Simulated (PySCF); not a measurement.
# C6H12N2SSi: excited states

What do calculations give for the excited states of C6H12N2SSi (`Cc1nnc([Si](C)(C)C)s1`)?

Computed with PySCF 2.14.0 and routines of our own; the level stands in each step. Atoms count from 0.

## 1. The starting structure

22 atoms, charge 0, multiplicity 1; geometry from: GFN2-xTB.

## 2. Excited states: TDA B3LYP/def2-SVP

What the job is given:

```
{"job": {"kind": "states", "xc": "B3LYP", "basis": "def2-SVP", "tda": true, "soc": true, "nstates": 6, "ntriplets": 6, "nquad": 4}, "charge": 0, "multiplicity": 1}
C      4.169748    -0.056133    -0.825565
C      2.812877    -0.080309    -0.238762
N      2.554365    -0.260382     1.005809
N      1.262394    -0.243512     1.302163
C      0.479041    -0.051047     0.304025
Si    -1.411183     0.027008     0.387442
C     -1.925792     1.740336    -0.272725
C     -2.073581    -1.350329    -0.752950
C     -1.929142    -0.229063     2.195051
S      1.362857     0.139717    -1.205338
H      4.355889     0.901916    -1.309284
H      4.271374    -0.839215    -1.575911
H      4.900948    -0.212356    -0.037091
H     -3.004505     1.859285    -0.248852
H     -1.493880     2.539651     0.322725
H     -1.602046     1.883349    -1.299941
H     -1.751071    -1.204123    -1.780129
H     -3.158885    -1.371240    -0.749262
H     -1.725468    -2.328936    -0.434877
H     -1.586832    -1.188450     2.568662
H     -1.508260     0.538711     2.835767
H     -3.009261    -0.195491     2.297897
```

With the program's defaults for keys left out, this is: TDA B3LYP/def2-SVP excited states, vertical, gas phase, spin-orbit mean-field couplings.

Run with:

```
$ OMP_NUM_THREADS=1 python excited_run.py task.json out
```

One launch serves the whole session: the jobs run in the order shown.

What it wrote:

```text
coarse grid: 19328 points
cycle   1  E = -1032.3870944799  dE =  1.189e+00  |g| = 6.463e-01  |ddm| = 5.066e+00
cycle   2  E = -1032.2784244822  dE =  1.087e-01  |g| = 9.150e-01  |ddm| = 1.763e+00
cycle   3  E = -1032.4764843017  dE = -1.981e-01  |g| = 2.955e-01  |ddm| = 1.285e+00
cycle   4  E = -1032.4977449352  dE = -2.126e-02  |g| = 5.023e-02  |ddm| = 3.670e-01
cycle   5  E = -1032.4983419296  dE = -5.970e-04  |g| = 1.650e-02  |ddm| = 8.235e-02
cycle   6  E = -1032.4983999087  dE = -5.798e-05  |g| = 8.039e-03  |ddm| = 2.575e-02
cycle   7  E = -1032.4984162284  dE = -1.632e-05  |g| = 1.658e-03  |ddm| = 9.904e-03
cycle   8  E = -1032.4984169152  dE = -6.868e-07  |g| = 4.527e-04  |ddm| = 2.298e-03
final grid: 177368 points
cycle   9  E = -1032.6305111686  dE = -4.364e-05  |g| = 6.859e-03  |ddm| = 3.205e-02
cycle  10  E = -1032.6305004524  dE =  1.072e-05  |g| = 9.297e-03  |ddm| = 1.674e-02
cycle  11  E = -1032.6305220521  dE = -2.160e-05  |g| = 2.510e-03  |ddm| = 1.221e-02
cycle  12  E = -1032.6305237150  dE = -1.663e-06  |g| = 2.449e-04  |ddm| = 3.139e-03
cycle  13  E = -1032.6305237254  dE = -1.042e-08  |g| = 1.185e-04  |ddm| = 3.914e-04
cycle  14  E = -1032.6305237288  dE = -3.440e-09  |g| = 4.376e-05  |ddm| = 1.753e-04
cycle  15  E = -1032.6305237293  dE = -4.775e-10  |g| = 1.018e-05  |ddm| = 5.853e-05
converged SCF energy = -1032.6305237293

Singlet excitations
state   eV       nm        f     d(h-e)  d(exc)  Lambda  PR(NTO)  |dmu|/D   mu/D   main configurations
  1   4.3911   282.4   0.00012   1.184   2.731   0.491   1.006    2.120    0.624   H->L 0.99
  2   5.5156   224.8   0.00362   0.564   2.835   0.539   1.009    1.052    1.911   H-2->L 0.99
  3   5.9127   209.7   0.00043   0.722   2.879   0.619   2.010    1.558    1.177   H-3->L 0.49, H->L+1 0.47
  4   6.0357   205.4   0.30724   0.462   3.202   0.778   1.128    1.713    3.557   H-1->L 0.88
  5   6.3662   194.8   0.00605   0.620   2.555   0.576   1.320                     H->L+2 0.85, H-1->L+1 0.13
  6   6.5747   188.6   0.00648   3.159   4.202   0.213   1.013                     H-4->L 0.98

Triplet excitations (Tamm-Dancoff)
state   eV     d(h-e)  d(exc)  Lambda  PR(NTO)   main configurations
  1   3.9031   1.138   2.630   0.492   1.040   H->L 0.97
  2   4.1725   0.441   2.559   0.792   1.049   H-1->L 0.94
  3   4.9134   0.628   2.414   0.559   1.874   H-2->L 0.57, H->L+2 0.40
  4   5.0377   0.420   2.564   0.682   1.070   H-3->L 0.94
  5   5.5924   0.435   2.750   0.567   1.969   H->L+2 0.53, H-2->L 0.42
  6   5.6061   1.767   3.049   0.553   1.138   H->L+1 0.91
S1 - T1 = 0.4880 eV

Spin-orbit couplings |<S|Hso|T>| (cm-1)
             T1       T2       T3       T4       T5       T6
S0       43.136    0.040   76.342    1.171   21.180    9.716
S1        1.090   12.605   13.908   42.713   13.511   53.662
S2       18.431   11.689    2.858   69.880    3.224   15.085
S3       69.934    0.070   32.840    0.191   44.411    0.840
S4       11.755    0.104    5.593    1.586   10.555    8.306
S5        1.982   16.739    2.204    2.391    0.373    8.102
S6        6.918    5.100    3.424   15.973    6.217    2.514
T1 sublevels (cm-1): 0.000 0.050 0.144   radiative rates (1/s): 1.07 50 510
```

It took 72 s on 1 thread of Arm Neoverse V2, shared host; peak memory 0.95 GiB.

From this job:

```csv
quantity,value
S1 less T1,0.49 eV
```

Orbitals, density, ELF and potential are computed afterwards from the orbital file.

Frontier orbitals at B3LYP/def2-SVP, with the share of their density that lies nearest to each atom:

```csv
orbital,energy (eV),lies on
HOMO,-6.73,N3 43 %; N2 33 %; S9 10 %
LUMO,-1.07,"C1, C4 about 24 % each; S9 19 %; N3 12 %"
```

ELF in a plane through or near 10 of the atoms.

Ten even steps from ' ' (0.00) to '@' (1.00):
```
                                                        
                                                        
                                                        
                ....    ::                              
              ::##**  ..##++    ..==--......            
              ++@@@@==++@@@@::  --**++**@@@@..          
      ::%%##  ==@@%%****%%%%::  ==....@@@@@@++          
    ..%%@@@@==  **..++++::++....####++@@@@@@==          
    ..%%@@@@##--**%%++++%%==**====@@##++%%##..          
      ::%%%%::@@++----::::..@@..%%::--..                
        --::==@@--####**##++@@..##....                  
        ::**++----##::++##--::....--::                  
        ..----  ..**--++**..  ..::::                    
                ::**@@%%%%::                            
                ..++%%%%**..                            
                  ::==++::                              
                                                        
                                                        
                                                        
                                                        
```
The map spans 14.9 Å across and 9.7 Å up, centred on the molecule. Atoms in the plane (x, y in Å): C0 (-4.3, -0.1), C1 (-2.8, 0.2), N2 (-2.3, 1.4), N3 (-1.0, 1.4), C4 (-0.4, 0.3), Si5 (1.4, 0.0), C8 (2.3, 1.7), S9 (-1.6, -1.0), H12 (-4.8, 0.8), H21 (3.4, 1.6).

On the surface of density 0.002 e/bohr³ the electrostatic potential runs, from the 1st to the 99th percentile, from -1.86 V near N2 to 0.91 V near H11.

## 3. Excited states: TDA HF/def2-SVP

The job, as its differences from that of step 2:

```diff
@@ -1,2 +1,2 @@
-{"job": {"kind": "states", "xc": "B3LYP", "basis": "def2-SVP", "tda": true, "soc": true, "nstates": 6, "ntriplets": 6, "nquad": 4}, "charge": 0, "multiplicity": 1}
+{"job": {"kind": "states", "xc": "HF", "basis": "def2-SVP", "tda": true, "soc": true, "nstates": 2, "ntriplets": 6, "nquad": 4, "scf": {"diis": false, "max_cycle": 96}}, "charge": 0, "multiplicity": 1}
 C      4.169748    -0.056133    -0.825565
```

With the program's defaults for keys left out, this is: TDA HF/def2-SVP excited states, vertical, gas phase, spin-orbit mean-field couplings.

What it wrote:

```text
final grid: 177368 points
cycle   1  E = -1028.9449907714  dE =  2.153e+00  |g| = 6.237e-01  |ddm| = 4.835e+00
cycle   2  E = -1029.0585078042  dE = -1.135e-01  |g| = 2.991e-01  |ddm| = 9.609e-01
cycle   3  E = -1029.0748622284  dE = -1.635e-02  |g| = 1.943e-01  |ddm| = 5.711e-01
cycle   4  E = -1029.0792468369  dE = -4.385e-03  |g| = 1.544e-01  |ddm| = 3.019e-01
cycle   5  E = -1029.0810850631  dE = -1.838e-03  |g| = 1.241e-01  |ddm| = 2.614e-01
cycle   6  E = -1029.0820318188  dE = -9.468e-04  |g| = 1.077e-01  |ddm| = 2.025e-01
cycle   7  E = -1029.0826570340  dE = -6.252e-04  |g| = 9.260e-02  |ddm| = 1.864e-01
cycle   8  E = -1029.0830839121  dE = -4.269e-04  |g| = 8.189e-02  |ddm| = 1.611e-01
cycle   9  E = -1029.0834139695  dE = -3.301e-04  |g| = 7.199e-02  |ddm| = 1.463e-01
cycle  10  E = -1029.0836602385  dE = -2.463e-04  |g| = 6.393e-02  |ddm| = 1.293e-01
cycle  11  E = -1029.0838572581  dE = -1.970e-04  |g| = 5.661e-02  |ddm| = 1.162e-01
cycle  12  E = -1029.0840081634  dE = -1.509e-04  |g| = 5.034e-02  |ddm| = 1.031e-01
cycle  13  E = -1029.0841294580  dE = -1.213e-04  |g| = 4.470e-02  |ddm| = 9.226e-02
cycle  14  E = -1029.0842233642  dE = -9.391e-05  |g| = 3.977e-02  |ddm| = 8.199e-02
cycle  15  E = -1029.0842987695  dE = -7.541e-05  |g| = 3.536e-02  |ddm| = 7.319e-02
cycle  16  E = -1029.0843575101  dE = -5.874e-05  |g| = 3.147e-02  |ddm| = 6.508e-02
cycle  17  E = -1029.0844045878  dE = -4.708e-05  |g| = 2.799e-02  |ddm| = 5.804e-02
cycle  18  E = -1029.0844414161  dE = -3.683e-05  |g| = 2.492e-02  |ddm| = 5.163e-02
cycle  19  E = -1029.0844708764  dE = -2.946e-05  |g| = 2.217e-02  |ddm| = 4.602e-02
cycle  20  E = -1029.0844939937  dE = -2.312e-05  |g| = 1.974e-02  |ddm| = 4.094e-02
cycle  21  E = -1029.0845124552  dE = -1.846e-05  |g| = 1.757e-02  |ddm| = 3.648e-02
cycle  22  E = -1029.0845269750  dE = -1.452e-05  |g| = 1.564e-02  |ddm| = 3.246e-02
cycle  23  E = -1029.0845385542  dE = -1.158e-05  |g| = 1.392e-02  |ddm| = 2.892e-02
cycle  24  E = -1029.0845476769  dE = -9.123e-06  |g| = 1.239e-02  |ddm| = 2.574e-02
cycle  25  E = -1029.0845549436  dE = -7.267e-06  |g| = 1.103e-02  |ddm| = 2.293e-02
cycle  26  E = -1029.0845606762  dE = -5.733e-06  |g| = 9.824e-03  |ddm| = 2.041e-02
cycle  27  E = -1029.0845652381  dE = -4.562e-06  |g| = 8.745e-03  |ddm| = 1.818e-02
cycle  28  E = -1029.0845688407  dE = -3.603e-06  |g| = 7.786e-03  |ddm| = 1.618e-02
cycle  29  E = -1029.0845717053  dE = -2.865e-06  |g| = 6.931e-03  |ddm| = 1.441e-02
cycle  30  E = -1029.0845739693  dE = -2.264e-06  |g| = 6.171e-03  |ddm| = 1.283e-02
cycle  31  E = -1029.0845757683  dE = -1.799e-06  |g| = 5.494e-03  |ddm| = 1.142e-02
cycle  32  E = -1029.0845771911  dE = -1.423e-06  |g| = 4.891e-03  |ddm| = 1.017e-02
cycle  33  E = -1029.0845783212  dE = -1.130e-06  |g| = 4.355e-03  |ddm| = 9.056e-03
cycle  34  E = -1029.0845792153  dE = -8.941e-07  |g| = 3.877e-03  |ddm| = 8.062e-03
cycle  35  E = -1029.0845799251  dE = -7.098e-07  |g| = 3.452e-03  |ddm| = 7.179e-03
cycle  36  E = -1029.0845804870  dE = -5.619e-07  |g| = 3.073e-03  |ddm| = 6.391e-03
cycle  37  E = -1029.0845809329  dE = -4.459e-07  |g| = 2.736e-03  |ddm| = 5.691e-03
cycle  38  E = -1029.0845812860  dE = -3.531e-07  |g| = 2.436e-03  |ddm| = 5.066e-03
cycle  39  E = -1029.0845815661  dE = -2.801e-07  |g| = 2.169e-03  |ddm| = 4.511e-03
cycle  40  E = -1029.0845817880  dE = -2.219e-07  |g| = 1.931e-03  |ddm| = 4.016e-03
cycle  41  E = -1029.0845819640  dE = -1.760e-07  |g| = 1.719e-03  |ddm| = 3.576e-03
cycle  42  E = -1029.0845821034  dE = -1.394e-07  |g| = 1.531e-03  |ddm| = 3.184e-03
cycle  43  E = -1029.0845822140  dE = -1.106e-07  |g| = 1.363e-03  |ddm| = 2.835e-03
cycle  44  E = -1029.0845823015  dE = -8.760e-08  |g| = 1.213e-03  |ddm| = 2.524e-03
cycle  45  E = -1029.0845823710  dE = -6.947e-08  |g| = 1.080e-03  |ddm| = 2.247e-03
cycle  46  E = -1029.0845824261  dE = -5.504e-08  |g| = 9.616e-04  |ddm| = 2.000e-03
cycle  47  E = -1029.0845824697  dE = -4.364e-08  |g| = 8.562e-04  |ddm| = 1.781e-03
cycle  48  E = -1029.0845825043  dE = -3.459e-08  |g| = 7.622e-04  |ddm| = 1.586e-03
cycle  49  E = -1029.0845825317  dE = -2.742e-08  |g| = 6.786e-04  |ddm| = 1.412e-03
cycle  50  E = -1029.0845825535  dE = -2.173e-08  |g| = 6.042e-04  |ddm| = 1.257e-03
cycle  51  E = -1029.0845825707  dE = -1.723e-08  |g| = 5.379e-04  |ddm| = 1.119e-03
cycle  52  E = -1029.0845825843  dE = -1.365e-08  |g| = 4.789e-04  |ddm| = 9.964e-04
cycle  53  E = -1029.0845825952  dE = -1.082e-08  |g| = 4.264e-04  |ddm| = 8.871e-04
cycle  54  E = -1029.0845826037  dE = -8.580e-09  |g| = 3.796e-04  |ddm| = 7.898e-04
cycle  55  E = -1029.0845826105  dE = -6.805e-09  |g| = 3.380e-04  |ddm| = 7.032e-04
cycle  56  E = -1029.0845826159  dE = -5.392e-09  |g| = 3.009e-04  |ddm| = 6.260e-04
cycle  57  E = -1029.0845826202  dE = -4.270e-09  |g| = 2.679e-04  |ddm| = 5.574e-04
cycle  58  E = -1029.0845826236  dE = -3.385e-09  |g| = 2.385e-04  |ddm| = 4.962e-04
cycle  59  E = -1029.0845826263  dE = -2.686e-09  |g| = 2.124e-04  |ddm| = 4.418e-04
cycle  60  E = -1029.0845826284  dE = -2.130e-09  |g| = 1.891e-04  |ddm| = 3.934e-04
cycle  61  E = -1029.0845826301  dE = -1.686e-09  |g| = 1.683e-04  |ddm| = 3.502e-04
cycle  62  E = -1029.0845826314  dE = -1.340e-09  |g| = 1.499e-04  |ddm| = 3.118e-04
cycle  63  E = -1029.0845826325  dE = -1.060e-09  |g| = 1.334e-04  |ddm| = 2.776e-04
cycle  64  E = -1029.0845826333  dE = -8.404e-10  |g| = 1.188e-04  |ddm| = 2.472e-04
cycle  65  E = -1029.0845826340  dE = -6.662e-10  |g| = 1.058e-04  |ddm| = 2.200e-04
cycle  66  E = -1029.0845826345  dE = -5.220e-10  |g| = 9.417e-05  |ddm| = 1.959e-04
cycle  67  E = -1029.0845826349  dE = -4.234e-10  |g| = 8.384e-05  |ddm| = 1.744e-04
cycle  68  E = -1029.0845826353  dE = -3.306e-10  |g| = 7.464e-05  |ddm| = 1.553e-04
cycle  69  E = -1029.0845826355  dE = -2.619e-10  |g| = 6.645e-05  |ddm| = 1.383e-04
cycle  70  E = -1029.0845826357  dE = -2.087e-10  |g| = 5.917e-05  |ddm| = 1.231e-04
cycle  71  E = -1029.0845826359  dE = -1.678e-10  |g| = 5.268e-05  |ddm| = 1.096e-04
cycle  72  E = -1029.0845826360  dE = -1.273e-10  |g| = 4.690e-05  |ddm| = 9.757e-05
cycle  73  E = -1029.0845826362  dE = -1.069e-10  |g| = 4.175e-05  |ddm| = 8.687e-05
cycle  74  E = -1029.0845826362  dE = -7.913e-11  |g| = 3.717e-05  |ddm| = 7.734e-05
cycle  75  E = -1029.0845826363  dE = -6.776e-11  |g| = 3.310e-05  |ddm| = 6.886e-05
cycle  76  E = -1029.0845826363  dE = -5.139e-11  |g| = 2.947e-05  |ddm| = 6.131e-05
converged SCF energy = -1029.0845826363

Singlet excitations
state   eV       nm        f     d(h-e)  d(exc)  Lambda  PR(NTO)  |dmu|/D   mu/D   main configurations
  1   5.9405   208.7   0.00224   0.833   2.388   0.510   1.131    2.359    0.981   H-2->L 0.83
  2   6.6110   187.5   0.30327   0.397   2.513   0.768   1.212    0.888    2.269   H->L 0.88

Triplet excitations (Tamm-Dancoff)
state   eV     d(h-e)  d(exc)  Lambda  PR(NTO)   main configurations
  1   3.6716   0.388   2.241   0.750   1.253   H->L 0.81
  2   4.9095   0.760   2.260   0.499   1.061   H-2->L 0.66
  3   5.2396   0.098   2.172   0.625   1.938   H->L+4 0.34, H-1->L 0.27, H->L+6 0.17
  4   5.5721   0.768   2.162   0.486   1.138   H-3->L 0.27, H-2->L+4 0.24, H-3->L+4 0.12
  5   6.2650   0.713   2.396   0.625   1.628   H-1->L 0.67, H->L+4 0.14
  6   6.6073   0.221   2.163   0.352   1.055   H-1->L+1 0.38, H-1->L+2 0.33, H-1->L+5 0.10
S1 - T1 = 2.2689 eV

Spin-orbit couplings |<S|Hso|T>| (cm-1)
             T1       T2       T3       T4       T5       T6
S0        0.229   50.410    0.526   61.742    1.172  133.541
S1        8.612    1.534   15.611    9.093   48.804    0.668
S2        0.097    9.277    0.719    8.500    1.628   22.818
T1 sublevels (cm-1): 0.000 0.002 0.010   radiative rates (1/s): 0.00866 0.434 1.4
```

Wall time 55 s (1 thread of Arm Neoverse V2, shared host); peak memory 0.8 GiB.

Despite no DIIS, the SCF converged in 76 cycles.

Key values:

```csv
quantity,value
S1 less T1,2.27 eV
```

## 4. Excited states: TDA B3LYP/6-31G

The job, as its differences from that of step 3:

```diff
@@ -1,2 +1,2 @@
-{"job": {"kind": "states", "xc": "HF", "basis": "def2-SVP", "tda": true, "soc": true, "nstates": 2, "ntriplets": 6, "nquad": 4, "scf": {"diis": false, "max_cycle": 96}}, "charge": 0, "multiplicity": 1}
+{"job": {"kind": "states", "xc": "B3LYP", "basis": "6-31G", "tda": true, "soc": true, "nstates": 6, "ntriplets": 6, "nquad": 4, "scf": {"guess": "huckel"}}, "charge": 0, "multiplicity": 1}
 C      4.169748    -0.056133    -0.825565
```

Method: TDA B3LYP/6-31G excited states, vertical, gas phase, spin-orbit mean-field couplings.

What it wrote:

```text
final grid: 177368 points
cycle   1  E = -1023.0349778114  dE =  5.127e+00  |g| = 6.142e+00  |ddm| = 1.040e+01
cycle   2  E = -996.0064513980  dE =  2.703e+01  |g| = 8.121e+00  |ddm| = 2.669e+01
cycle   3  E = -1017.6415605378  dE = -2.164e+01  |g| = 5.858e+00  |ddm| = 3.332e+01
cycle   4  E = -1032.6438944158  dE = -1.500e+01  |g| = 8.627e-01  |ddm| = 2.275e+01
cycle   5  E = -1032.7244409329  dE = -8.055e-02  |g| = 7.355e-01  |ddm| = 2.638e+00
cycle   6  E = -1032.8824776227  dE = -1.580e-01  |g| = 1.689e-01  |ddm| = 1.260e+00
cycle   7  E = -1032.8887694959  dE = -6.292e-03  |g| = 7.308e-02  |ddm| = 2.548e-01
cycle   8  E = -1032.8897758879  dE = -1.006e-03  |g| = 2.749e-02  |ddm| = 8.998e-02
cycle   9  E = -1032.8899594602  dE = -1.836e-04  |g| = 5.352e-03  |ddm| = 3.533e-02
cycle  10  E = -1032.8899642962  dE = -4.836e-06  |g| = 3.835e-03  |ddm| = 1.180e-02
cycle  11  E = -1032.8899683613  dE = -4.065e-06  |g| = 5.492e-04  |ddm| = 5.235e-03
cycle  12  E = -1032.8899684357  dE = -7.436e-08  |g| = 2.080e-04  |ddm| = 9.324e-04
cycle  13  E = -1032.8899684483  dE = -1.261e-08  |g| = 2.552e-05  |ddm| = 3.148e-04
cycle  14  E = -1032.8899684484  dE = -1.264e-10  |g| = 1.335e-05  |ddm| = 5.066e-05
converged SCF energy = -1032.8899684484

Singlet excitations
state   eV       nm        f     d(h-e)  d(exc)  Lambda  PR(NTO)  |dmu|/D   mu/D   main configurations
  1   4.3543   284.7   0.00006   1.135   2.707   0.498   1.006    2.014    0.890   H->L 0.99
  2   5.5006   225.4   0.00402   0.588   2.840   0.522   1.005    1.085    2.021   H-2->L 0.99
  3   6.0580   204.7   0.00117   0.609   2.868   0.634   2.000    1.449    1.515   H-3->L 0.53, H->L+1 0.46
  4   6.1924   200.2   0.30051   0.893   3.393   0.776   1.135    3.264    4.965   H-1->L 0.86
  5   6.5167   190.3   0.00801   0.491   2.557   0.568   1.307                     H->L+2 0.86, H-1->L+1 0.09
  6   6.5713   188.7   0.01026   3.124   4.194   0.217   1.071                     H-4->L 0.95

Triplet excitations (Tamm-Dancoff)
state   eV     d(h-e)  d(exc)  Lambda  PR(NTO)   main configurations
  1   3.8367   1.117   2.608   0.498   1.040   H->L 0.97
  2   4.2456   0.415   2.542   0.795   1.051   H-1->L 0.92
  3   4.8997   0.622   2.387   0.549   1.889   H-2->L 0.57, H->L+2 0.40
  4   5.2226   0.450   2.576   0.683   1.092   H-3->L 0.92
  5   5.6414   0.403   2.749   0.560   1.968   H->L+2 0.54, H-2->L 0.42
  6   5.7248   1.705   3.032   0.582   1.139   H->L+1 0.92
S1 - T1 = 0.5176 eV

Spin-orbit couplings |<S|Hso|T>| (cm-1)
             T1       T2       T3       T4       T5       T6
S0       45.946    0.367   76.131    1.093   22.278    8.346
S1        1.077   12.502   16.508   46.387   16.343   59.337
S2       22.431   10.564    2.758   72.125    2.890   17.761
S3       75.128    0.043   34.343    0.007   46.620    0.223
S4       11.363    0.059    4.159    1.625    5.435    8.061
S5        0.351   14.971    2.737    3.087    1.450    7.733
S6        7.757    8.080    3.066   15.977    5.614    3.873
T1 sublevels (cm-1): 0.000 0.031 0.150   radiative rates (1/s): 2.24 23.7 587
```

Run time: 35 s. Hardware: 1 thread of Arm Neoverse V2, shared host; peak memory 0.7 GiB.

In short:

```csv
quantity,value
S1 less T1,0.52 eV
```

## 5. Excited states: TDA B3LYP/6-31+G*

The job, as its differences from that of step 4:

```diff
@@ -1,2 +1,2 @@
-{"job": {"kind": "states", "xc": "B3LYP", "basis": "6-31G", "tda": true, "soc": true, "nstates": 6, "ntriplets": 6, "nquad": 4, "scf": {"guess": "huckel"}}, "charge": 0, "multiplicity": 1}
+{"job": {"kind": "states", "xc": "B3LYP", "basis": "6-31+G*", "tda": true, "soc": true, "nstates": 1, "ntriplets": 6, "nquad": 4, "scf": {"conv": 1e-07}}, "charge": 0, "multiplicity": 1}
 C      4.169748    -0.056133    -0.825565
```

Level: TDA B3LYP/6-31+G* excited states, vertical, gas phase, spin-orbit mean-field couplings.

What it wrote:

```text
final grid: 177368 points
cycle   1  E = -1032.9576127430  dE =  1.276e+00  |g| = 6.619e-01  |ddm| = 1.018e+01
cycle   2  E = -1032.8565843231  dE =  1.010e-01  |g| = 9.037e-01  |ddm| = 6.629e+00
cycle   3  E = -1033.0515569192  dE = -1.950e-01  |g| = 2.921e-01  |ddm| = 4.765e+00
cycle   4  E = -1033.0723897106  dE = -2.083e-02  |g| = 5.055e-02  |ddm| = 9.463e-01
cycle   5  E = -1033.0730007528  dE = -6.110e-04  |g| = 1.642e-02  |ddm| = 2.716e-01
cycle   6  E = -1033.0730614466  dE = -6.069e-05  |g| = 7.780e-03  |ddm| = 9.937e-02
cycle   7  E = -1033.0730765239  dE = -1.508e-05  |g| = 1.818e-03  |ddm| = 4.164e-02
cycle   8  E = -1033.0730773805  dE = -8.566e-07  |g| = 4.243e-04  |ddm| = 9.782e-03
cycle   9  E = -1033.0730774164  dE = -3.590e-08  |g| = 2.143e-04  |ddm| = 3.084e-03
converged SCF energy = -1033.0730774164

Singlet excitations
state   eV       nm        f     d(h-e)  d(exc)  Lambda  PR(NTO)  |dmu|/D   mu/D   main configurations
  1   4.5314   273.6   0.00006   1.203   2.806   0.489   1.007    2.325    0.608   H->L 0.99

Triplet excitations (Tamm-Dancoff)
state   eV     d(h-e)  d(exc)  Lambda  PR(NTO)   main configurations
  1   4.0627   1.151   2.697   0.488   1.040   H->L 0.96
  2   4.1140   0.468   2.605   0.776   1.046   H-1->L 0.94
  3   5.0026   0.627   2.576   0.515   1.713   H-2->L 0.67, H->L+6 0.21
  4   5.0407   0.396   2.630   0.665   1.090   H-3->L 0.92
  5   5.4644   2.014   3.385   0.385   1.119   H->L+2 0.59, H->L+1 0.24
  6   5.6531   0.505   2.812   0.480   1.950   H->L+6 0.42, H-2->L 0.31, H->L+4 0.17
S1 - T1 = 0.4686 eV

Spin-orbit couplings |<S|Hso|T>| (cm-1)
             T1       T2       T3       T4       T5       T6
S0       42.038    0.082   75.251    1.667   10.492   14.112
S1        1.361   12.231   16.922   45.107   51.336   12.492
T1 sublevels (cm-1): 0.000 0.225 0.519   radiative rates (1/s): 0.0696 16.7 461
```

Run time: 58 s. Hardware: 1 thread of Arm Neoverse V2, shared host; peak memory 0.98 GiB.

In short:

```csv
quantity,value
S1 less T1,0.47 eV
```

(Part 1 of 2 ends here.)
